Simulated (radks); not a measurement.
# Polarisabilities and dispersion coefficients of Bi, Bi⁺, Bi²⁺ and others

Aim: static dipole polarisabilities and C6 coefficients, each species in its NIST ground configuration. After each ground state the linear response is solved; its values go to the run's result record, not to the log. Response by self-consistent Sternheimer equations with the Hartree and adiabatic LDA kernel, the relativistic mass of each level held fixed and spin-orbit coupling left out.

The numbers are computed with radks (a radial shooting solver on a logarithmic mesh, Libxc functionals) version 1 (scalar-relativistic Kohn-Sham, LDA (Slater exchange, Perdew-Wang correlation), spin-polarised, spherical densities, finite nucleus; open shells are filled with parallel spins first), except any that are marked as measured or tabulated.

### Step 1. The system

```
species : Bi ([Hg] 6p3), Bi⁺ ([Hg] 6p2), Bi²⁺ ([Hg] 6p1), Bi³⁺ ([Hg]), Bi⁴⁺ ([Xe] 4f14 5d10 6s1), Bi⁵⁺ ([Xe] 4f14 5d10), Bi⁶⁺ ([Xe] 4f14 5d9)
```

### Step 2. Bi, [Hg] 6p3

The run's settings:

```text
Z 83
configuration [Hg] 6p3
relativity scalar-relativistic
functional lda,pw
spin polarised
nucleus finite rms 5.5211 fm
c 137.035999084
response adiabatic LDA kernel
```

### Step 3. Bi⁺, [Hg] 6p2

Input: that of step 2 with these lines changed.

```diff
@@ -1,3 +1,3 @@
 Z 83
-configuration [Hg] 6p3
+configuration [Hg] 6p2
 relativity scalar-relativistic
```

### Step 4. Bi²⁺, [Hg] 6p1

Input: that of step 3 with these lines changed.

```diff
@@ -1,3 +1,3 @@
 Z 83
-configuration [Hg] 6p2
+configuration [Hg] 6p1
 relativity scalar-relativistic
```

### Step 5. Bi³⁺, [Hg]

Input: that of step 4 with these lines changed.

```diff
@@ -1,3 +1,3 @@
 Z 83
-configuration [Hg] 6p1
+configuration [Hg]
 relativity scalar-relativistic
```

### Step 6. Bi⁴⁺, [Xe] 4f14 5d10 6s1

Input: that of step 5 with these lines changed.

```diff
@@ -1,3 +1,3 @@
 Z 83
-configuration [Hg]
+configuration [Xe] 4f14 5d10 6s1
 relativity scalar-relativistic
```

### Step 7. Bi⁵⁺, [Xe] 4f14 5d10

Input: that of step 6 with these lines changed.

```diff
@@ -1,3 +1,3 @@
 Z 83
-configuration [Xe] 4f14 5d10 6s1
+configuration [Xe] 4f14 5d10
 relativity scalar-relativistic
```

### Step 8. Bi⁶⁺, [Xe] 4f14 5d9

Input: that of step 7 with these lines changed.

```diff
@@ -1,3 +1,3 @@
 Z 83
-configuration [Xe] 4f14 5d10
+configuration [Xe] 4f14 5d9
 relativity scalar-relativistic
```

Q: Predict the outcome of this session. Wanted: for each run, species; −ε(HOMO); α; α uncoupled; C6; C8; recommended α.

As calculated:

```
species  −ε(HOMO) (eV)  α (bohr³)  α uncoupled (bohr³)  C6 (hartree bohr⁶)  C8 (hartree bohr⁸)  recommended α (bohr³)
     Bi          5.267      54.92                81.55               661.2                   -                     48
    Bi⁺         12.189      27.21                42.74               250.9                   -                      -
   Bi²⁺         19.869      15.49                26.50               114.5                   -                      -
   Bi³⁺         40.457      9.389                17.94               57.58               890.3                      -
   Bi⁴⁺         51.869      6.169                10.30               31.38               393.7                      -
   Bi⁵⁺         80.932      2.907                4.568               14.05               144.9                      -
   Bi⁶⁺         98.131      2.365                3.647               10.41                   -                      -
```

**Reading.** Uncoupled leaves out the potential induced by the response; C6 and C8 are for like pairs. Bi is the most polarisable and Bi⁶⁺ the least, a factor 23.2 apart. For the pair Bi–Bi⁶⁺ the Casimir-Polder integral gives C6 = 58.44, the rule 2·Ca·Cb/(Ca·αb/αa + Cb·αa/αb) on the like-pair values 50.94. Against the recommended values (Schwerdtfeger and Nagle, 2023 table) the misses are Bi +14 %. C8 is given only where no p, d or f shell is open. For heavy and open-shell atoms this level can miss by tens of per cent.
